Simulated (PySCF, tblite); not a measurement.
**Si3As2H10: geometry, infrared bands and NMR shifts**

What infrared bands and NMR shifts should Si3As2H10 (`[SiH3][AsH][SiH2][AsH][SiH3]`) show?

Programs: tblite 0.8.0 and PySCF 2.14.0, with density-fitted response routines of our own. Each step states its level of theory. These are calculated values for one molecule in the gas phase, unless marked as measured. Atoms are numbered from 0 throughout.

## (1) Starting geometry

15 atoms, charge 0, multiplicity 1; geometry from: force field or distance geometry start.

Bonds of the start (Å): Si0–As1 2.30, As1–Si2 2.32, Si2–As3 2.33, As3–Si4 2.33, Si0–H5 1.46, Si0–H6 1.48, Si0–H7 1.46, As1–H8 1.56, Si2–H9 1.46, Si2–H10 1.48, As3–H11 1.57, Si4–H12 1.47, Si4–H13 1.46, Si4–H14 1.47.

## (2) Relaxing the molecule with GFN2-xTB

Job settings and geometry (Å):

```
{"job": {"kind": "relax", "xc": "GFN2-xTB", "basis": "xTB"}, "charge": 0, "multiplicity": 1}
Si    -2.493700     1.159700    -0.167100
As    -1.265700     0.014200     1.409800
Si    -0.139900    -1.217800    -0.206600
As     1.282400     0.187600    -1.399000
Si     2.694400     0.421400     0.442200
H     -1.631500     2.105000    -0.880000
H     -3.583100     1.904500     0.498100
H     -3.074300     0.216000    -1.122700
H     -2.358000    -1.089700     1.588400
H      0.619800    -2.289800     0.434600
H     -1.129200    -1.807600    -1.137500
H      2.099700    -1.029400    -1.951300
H      2.990300    -0.897000     1.015800
H      2.041600     1.257100     1.448000
H      3.942800     1.073600     0.005400
```

Run with:

```
OMP_NUM_THREADS=1 python probes_run.py task.json out
```

One launch serves the whole session: the jobs run in the order shown.

**Question.** This job is followed by: GFN2-xTB harmonic vibrations, gas phase; GIAO PBE0/pcSseg-1 NMR shielding, non-relativistic, gas phase. Predict these results of the whole session: strongest single infrared mode (GFN2-xTB); zero-point energy (GFN2-xTB); 1H shifts against TMS (PBE0/pcSseg-1, means over atoms taken as alike); 29Si shifts against TMS (PBE0/pcSseg-1, means over atoms taken as alike); 75As shifts against AsH3 (PBE0/pcSseg-1, means over atoms taken as alike).

**Answer**, as computed:

```
                                                                 quantity                  value
                                strongest single infrared mode (GFN2-xTB)  1847 cm⁻¹, 917 km/mol
                                             zero-point energy (GFN2-xTB)          49.2 kcal/mol
   1H shifts against TMS (PBE0/pcSseg-1, means over atoms taken as alike)   4.95, 4.14, 1.62 ppm
 29Si shifts against TMS (PBE0/pcSseg-1, means over atoms taken as alike)       -55.3, -87.1 ppm
75As shifts against AsH3 (PBE0/pcSseg-1, means over atoms taken as alike)                -88 ppm
```

Relaxing lowered the energy by 0.123 eV in 89 steps; the close pair that moved most is As3–H11, from 1.567 to 1.508 Å. All 39 modes are real, so the xTB geometry is a minimum. The strongest single mode, at 1847 cm⁻¹, moves mainly H8 and H11. GFN2-xTB is a fitted tight-binding method: band positions and strengths are rough. Its intensities can rank the bands wrongly. At PBE0/pcSseg-1: The widest tensor belongs to As1, As3: span 385 ppm, with a paramagnetic part of -804 ppm. Spin-orbit coupling is left out, which matters for shieldings and couplings at and beside the heavy atoms.
